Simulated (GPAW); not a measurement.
The system is CuI.

```
Cu I
1.0
     0.00000    3.03150    3.03150
     3.03150    0.00000    3.03150
     3.03150    3.03150    0.00000
Cu I
1 1
Direct
  0.75000 0.75000 0.75000
  0.00000 0.00000 0.00000
```

Base run:

* Program: GPAW 26.7.0
* Functional: LDA
* Potentials or basis: the program's PAW data sets (release 1.2.1) made for this functional
* Cutoff: 600 eV
* Basis: pw
* k mesh: 7 × 7 × 7
* Occupations: fermi-dirac, width 0.05 eV
* Spin: no spin polarisation

Its results: band gap on the k mesh 0.96 eV, direct.

Q: The run is repeated on the same cell with these changes: functional from LDA to GLLB-SC. What comes out?

A: Band gap on the k mesh, kohn-sham part alone 1.78 eV, direct.

Caveats: spin-orbit coupling is left out, which moves the levels of the heavy elements; a model potential gives levels but no total energy (some runs).
